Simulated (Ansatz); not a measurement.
# C8H17N3Ti: a ladder of functionals and wavefunction methods

One table from this session's results is given with a row withheld; the runs are named, their logs left out.

The runs use Ansatz 0.2.0, Gaussian basis; functionals in def2-TZVPP, the program's frozen cores in correlated methods.

Plan: LDA (SPW92), PBE-D4, revPBE-D4, BLYP-D4, r2SCAN-D4, B97M-V, PBE0-D4, B3LYP-D4, r2SCANh-D4, r2SCAN0-D4, HSE06-D4, BHLYP-D4, CAM-B3LYP-D4, LC-ωPBE, ωB97X-V, ωB97M-V, B2PLYP, PBE-QIDH; CCSD(T)/def2-SVP; CCSD(T)/def2-TZVPP; MP2/def2-QZVPP; extrapolation to the limit; RPA on PBE.

**The geometry**

All runs share one geometry, relaxed beforehand with PBE0-D4 in a triple-zeta def2 set.

SMILES `C[N](C)[Ti]1234([NH2])([NH2])[C@@H]5[C@H]1[C@H]2[C@@]3(C)[C@@H]54`, 29 atoms, charge 0, spin multiplicity 1.

Atoms are counted from 1 here; the program's logs count them from 0.

Bond lengths: C1–N2 1.441 Å, C1–H13 1.101 Å, C1–H14 1.090 Å, C1–H15 1.103 Å, N2–C3 1.441 Å, N2–Ti4 1.913 Å, C3–H16 1.090 Å, C3–H17 1.103 Å, C3–H18 1.101 Å, Ti4–N5 1.914 Å, Ti4–N6 1.913 Å, Ti4–C7 2.407 Å, Ti4–C8 2.357 Å, Ti4–C9 2.341 Å, Ti4–C10 2.383 Å, Ti4–C12 2.413 Å, N5–H19 1.012 Å, N5–H20 1.008 Å and more. Angles: N2–C1–H13 110.8°, N2–C1–H14 110.5°, N2–C1–H15 112.0°, H13–C1–H14 108.4°, H13–C1–H15 106.6°, H14–C1–H15 108.3°, C1–N2–C3 111.3°, C1–N2–Ti4 123.0°, C3–N2–Ti4 122.9°, N2–C3–H16 110.5°, N2–C3–H17 112.0°, N2–C3–H18 110.8°, H16–C3–H17 108.3°, H16–C3–H18 108.4°, H17–C3–H18 106.7°, N2–Ti4–N5 98.8°, N2–Ti4–N6 99.1°, N2–Ti4–C7 144.6° and more.

The first run:

in.yaml

```yaml
crystal:
  periodic: [false, false, false]
  atoms:
    - {symbol: C, position_ang: [0.345523, 2.425879, -0.527723]}
    - {symbol: N, position_ang: [-0.226115, 1.595636, 0.501429]}
    - {symbol: C, position_ang: [0.057348, 2.119457, 1.813447]}
    - {symbol: Ti, position_ang: [-0.765770, -0.215304, 0.200909]}
    - {symbol: N, position_ang: [-1.634082, 0.015090, -1.489497]}
    - {symbol: N, position_ang: [-2.014509, -0.403060, 1.637989]}
    - {symbol: C, position_ang: [-0.220880, -2.521543, 0.622131]}
    - {symbol: C, position_ang: [0.664047, -1.697243, 1.347049]}
    - {symbol: C, position_ang: [1.439570, -0.970733, 0.418110]}
    - {symbol: C, position_ang: [1.034596, -1.336470, -0.885543]}
    - {symbol: C, position_ang: [1.619247, -0.836614, -2.162571]}
    - {symbol: C, position_ang: [0.004621, -2.296133, -0.746503]}
    - {symbol: H, position_ang: [-0.023417, 3.459611, -0.445907]}
    - {symbol: H, position_ang: [0.083643, 2.045027, -1.515347]}
    - {symbol: H, position_ang: [1.444985, 2.476404, -0.455607]}
    - {symbol: H, position_ang: [-0.416664, 1.505998, 2.579983]}
    - {symbol: H, position_ang: [1.140075, 2.154117, 2.019243]}
    - {symbol: H, position_ang: [-0.316995, 3.149771, 1.912141]}
    - {symbol: H, position_ang: [-2.343846, 0.731084, -1.580072]}
    - {symbol: H, position_ang: [-1.665754, -0.586758, -2.296992]}
    - {symbol: H, position_ang: [-2.180416, -1.178765, 2.259237]}
    - {symbol: H, position_ang: [-2.766581, 0.267865, 1.731676]}
    - {symbol: H, position_ang: [-0.971561, -3.174773, 1.040479]}
    - {symbol: H, position_ang: [0.714755, -1.606973, 2.421818]}
    - {symbol: H, position_ang: [2.200340, -0.241655, 0.657411]}
    - {symbol: H, position_ang: [0.881215, -0.831783, -2.965757]}
    - {symbol: H, position_ang: [2.002278, 0.179380, -2.053925]}
    - {symbol: H, position_ang: [2.452566, -1.472519, -2.477472]}
    - {symbol: H, position_ang: [-0.538186, -2.755005, -1.560138]}
basis:
  gaussian: {orbitals: def2-TZVPP}
hamiltonian: {xc: lda}
output: {orbitals: {seedname: orbitals}}
```

Command:

```sh
ansatz run in.yaml --threads 11 --pin off --events-out ev --progress --plain --max-ram 120832MiB --backend cuda --devices 0, --max-vram 75GiB
```

Among the steps run: LDA; PBE-D4 (GGA); revPBE-D4 (GGA); BLYP-D4 (GGA); r2SCAN-D4 (meta-GGA); B97M-V (meta-GGA); B3LYP-D4 (hybrid); r2SCANh-D4 (hybrid); r2SCAN0-D4 (hybrid); HSE06-D4 (hybrid); BHLYP-D4 (hybrid); CAM-B3LYP-D4 (range-separated); LC-ωPBE (range-separated); ωB97X-V (range-separated); ωB97M-V (range-separated); B2PLYP (double hybrid); PBE-QIDH (double hybrid).

One of the session's tables, all rows but one given; the rest of the session is left out.

It belongs to the step «Orbital energies across the functionals». 

```
  functional  HOMO (eV)  gap (eV)
 LDA (SPW92)      -4.84      2.99
      PBE-D4          ?         ?
   revPBE-D4      -4.61      3.08
     BLYP-D4      -4.57      3.05
   r2SCAN-D4      -4.86      3.35
      B97M-V      -4.97      3.44
     PBE0-D4      -5.80      5.19
    B3LYP-D4      -5.63      4.74
  r2SCANh-D4      -5.29      4.16
  r2SCAN0-D4      -5.94      5.40
    HSE06-D4      -5.40      4.41
    BHLYP-D4      -6.86      7.40
CAM-B3LYP-D4      -7.11      7.60
     LC-ωPBE      -8.37      9.98
     ωB97X-V      -8.07      9.62
     ωB97M-V      -8.01      9.25
```

Q: Estimate the row for PBE-D4 from the others.

As computed: HOMO (eV): -4.68; gap (eV): 3.06. In the column «HOMO (eV)» it lies between LDA (SPW92) (-4.84) and revPBE-D4 (-4.61).
